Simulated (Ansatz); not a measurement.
# C2H10OSi2: a ladder of functionals and wavefunction methods

One table from this session's results is given with a row withheld; the runs are named, their logs left out.

Computed with Ansatz 0.2.0, Gaussian basis. Level: functionals in def2-TZVPP, the program's frozen cores in correlated methods.

The runs, in order: PBE-D4, r2SCAN-D4, PBE0-D4, B3LYP-D4, ωB97X-V, ωB97M-V, B2PLYP; CCSD(T)/def2-TZVPP; MP2/def2-QZVPP; extrapolation to the limit.

## The geometry

The geometry comes from an earlier relaxation with PBE0-D4 in a triple-zeta def2 set; it is a stationary point, not always the lowest conformer.

SMILES `C[Si](C)(O)[SiH3]`, 15 atoms, charge 0, spin multiplicity 1.

Atoms are counted from 1 here; the program's logs count them from 0.

Bond lengths: C1–Si2 1.862 Å, C1–H6 1.094 Å, C1–H7 1.093 Å, C1–H8 1.092 Å, Si2–C3 1.871 Å, Si2–O4 1.661 Å, Si2–Si5 2.356 Å, C3–H9 1.094 Å, C3–H10 1.094 Å, C3–H11 1.093 Å, O4–H12 0.958 Å, Si5–H13 1.491 Å, Si5–H14 1.493 Å, Si5–H15 1.490 Å. Angles: Si2–C1–H6 110.2°, Si2–C1–H7 111.0°, Si2–C1–H8 111.0°, H6–C1–H7 108.2°, H6–C1–H8 108.1°, H7–C1–H8 108.2°, C1–Si2–C3 110.8°, C1–Si2–O4 105.2°, C1–Si2–Si5 111.0°, C3–Si2–O4 110.9°, C3–Si2–Si5 109.0°, O4–Si2–Si5 109.8°, Si2–C3–H9 110.4°, Si2–C3–H10 110.7°, Si2–C3–H11 111.8°, H9–C3–H10 108.1°, H9–C3–H11 108.1°, H10–C3–H11 107.6° and more.

The first run:

in.yaml reads:

```yaml
crystal:
  periodic: [false, false, false]
  atoms:
    - {symbol: C, position_ang: [-1.348199, 0.631763, 1.215188]}
    - {symbol: Si, position_ang: [-0.205116, -0.329354, 0.102983]}
    - {symbol: C, position_ang: [1.419256, -0.681793, 0.962216]}
    - {symbol: O, position_ang: [-1.013629, -1.738909, -0.239447]}
    - {symbol: Si, position_ang: [0.222628, 0.849421, -1.891093]}
    - {symbol: H, position_ang: [-1.549322, 0.065656, 2.128983]}
    - {symbol: H, position_ang: [-0.904925, 1.589885, 1.498221]}
    - {symbol: H, position_ang: [-2.301625, 0.829197, 0.720843]}
    - {symbol: H, position_ang: [1.248393, -1.240867, 1.886740]}
    - {symbol: H, position_ang: [1.932173, 0.249718, 1.217720]}
    - {symbol: H, position_ang: [2.092574, -1.267731, 0.331225]}
    - {symbol: H, position_ang: [-0.600625, -2.348575, -0.851799]}
    - {symbol: H, position_ang: [1.032326, 2.075392, -1.635171]}
    - {symbol: H, position_ang: [0.991428, -0.000288, -2.847970]}
    - {symbol: H, position_ang: [-1.037035, 1.265785, -2.569238]}
basis:
  gaussian: {orbitals: def2-TZVPP}
hamiltonian: {xc: pbe, dispersion: d4}
output: {forces: true, orbitals: {seedname: orbitals}}
```

Started as:

```bash
ansatz run in.yaml --threads 2 --pin off --events-out ev --progress --plain --max-ram 32768MiB --backend cuda --devices 0, --max-vram 18GiB
```

Steps of the session up to this table: PBE-D4 (GGA); r2SCAN-D4 (meta-GGA); PBE0-D4 (hybrid); B3LYP-D4 (hybrid); ωB97X-V (range-separated); ωB97M-V (range-separated); B2PLYP (double hybrid); CCSD(T) in def2-TZVPP; MP2 in def2-QZVPP.

One table of the session follows, with a row left open; its other results are not shown here.

```
            method  atomisation energy (eV)
            PBE-D4                   55.874
         r2SCAN-D4                        ?
           PBE0-D4                   55.394
          B3LYP-D4                   55.593
           ωB97X-V                   55.853
           ωB97M-V                   55.733
            B2PLYP                   54.953
     HF/def2-TZVPP                   41.966
    MP2/def2-TZVPP                   54.643
   CCSD/def2-TZVPP                   53.802
CCSD(T)/def2-TZVPP                   54.391
           MP2/CBS                   55.988
       CCSD(T)/CBS                   55.737
```

Q: Estimate the row for r2SCAN-D4 from the others.

**Answer.** atomisation energy (eV): 55.714. In the column «atomisation energy (eV)» it lies between B3LYP-D4 (55.593) and ωB97M-V (55.733).

Limits of these values: Free atoms (2 C, 2 Si, 1 O, 10 H) were run apart at each level; the atomisation energy is their sum less the molecule, without zero-point or spin-orbit terms.
